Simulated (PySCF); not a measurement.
**NaSb⁺: changing the method**

Starting from one script, swap the method and compare what comes out for NaSb⁺.

Method: each script names its method and basis; program: PySCF 2.14.0.

4 further runs of the same task are left out: 1 for a known fault of the program, 3 that didn't finish.

## (1) Where the work starts

NaSb⁺: 2 atoms, charge 1, spin multiplicity 2.

No contacts short enough for the rule that draws bonds.

## (2) The base run

input.py reads:

```python
from pyscf import gto, scf, mp

mol = gto.M(
    atom='Na 0 0 0; Sb 0 0 3.496',
    basis='sbkjc',
    ecp={'Na': 'sbkjc', 'Sb': 'sbkjc'},
    charge=1,
    spin=1,
    verbose=4,
)
mf = scf.UHF(mol)
mf.kernel()
mp.MP2(mf).kernel()
mf.dip_moment()
print('orbital energies (hartree):', [e[max(0, n-3):n+3].round(4) for e, n in zip(mf.mo_energy, mol.nelec)])
```

Started as:

```sh
OMP_NUM_THREADS=1 python input.py
```

## (3) Gradient

Variant 1 changes step after the SCF: mp2 → gradient.

input.py, as its differences from that of step 2:

```diff
@@ -1,2 +1,2 @@
-from pyscf import gto, scf, mp
+from pyscf import gto, scf
 
@@ -12,3 +12,3 @@
 mf.kernel()
-mp.MP2(mf).kernel()
+mf.nuc_grad_method().kernel()
 mf.dip_moment()
```

## (4) Geometry optimisation

Variant 2 changes step after the SCF: mp2 → optimize.

input.py reads:

```python
from pyscf import gto, scf
from pyscf.geomopt.geometric_solver import optimize

mol = gto.M(
    atom='Na 0 0 0; Sb 0 0 3.496',
    basis='sbkjc',
    ecp={'Na': 'sbkjc', 'Sb': 'sbkjc'},
    charge=1,
    spin=1,
    verbose=4,
)
mf = scf.UHF(mol)
mf.kernel()
mol_eq = optimize(mf, maxsteps=30)
print('optimised geometry (angstrom)')
print(mol_eq.tostring('raw'))
print('orbital energies (hartree):', [e[max(0, n-3):n+3].round(4) for e, n in zip(mf.mo_energy, mol.nelec)])
```

## (5) Mn15 (UKS)

Variant 3 changes functional: none (Hartree–Fock) → mn15; SCF type: UHF → UKS; step after the SCF: mp2 → analyze.

input.py, as its differences from that of step 2:

```diff
@@ -1,2 +1,2 @@
-from pyscf import gto, scf, mp
+from pyscf import gto, dft
 
@@ -10,5 +10,5 @@
 )
-mf = scf.UHF(mol)
+mf = dft.UKS(mol, xc='mn15')
 mf.kernel()
-mp.MP2(mf).kernel()
+mf.mulliken_pop()
 mf.dip_moment()
```

## (6) SCF alone

Variant 4 changes step after the SCF: mp2 → none.

input.py, as its differences from that of step 2:

```diff
@@ -1,2 +1,2 @@
-from pyscf import gto, scf, mp
+from pyscf import gto, scf
 
@@ -12,3 +12,2 @@
 mf.kernel()
-mp.MP2(mf).kernel()
 mf.dip_moment()
```

**Question.** What will these runs give? Wanted: for each run, E(SCF); from base; gap, α spin; after the SCF.

The runs gave:

```csv
run,E(SCF) (hartree),from base (eV),cycles,"gap, α spin (eV)",after the SCF
base,-5.244683,0,9,6.72,MP2 correlation -0.376 eV
gradient,-5.244683,0.0000,9,6.72,n/a
geometry optimisation,-5.244683,0.0000,9,6.72,"bond 3.351 Å, -0.011 eV"
mn15 (UKS),-5.307259,not comparable,7,2.01,n/a
SCF alone,-5.244683,0.0000,9,6.72,n/a
```

SCF columns refer to the geometry typed in the script.

**Reading.** A lower total energy from another functional means nothing by itself.
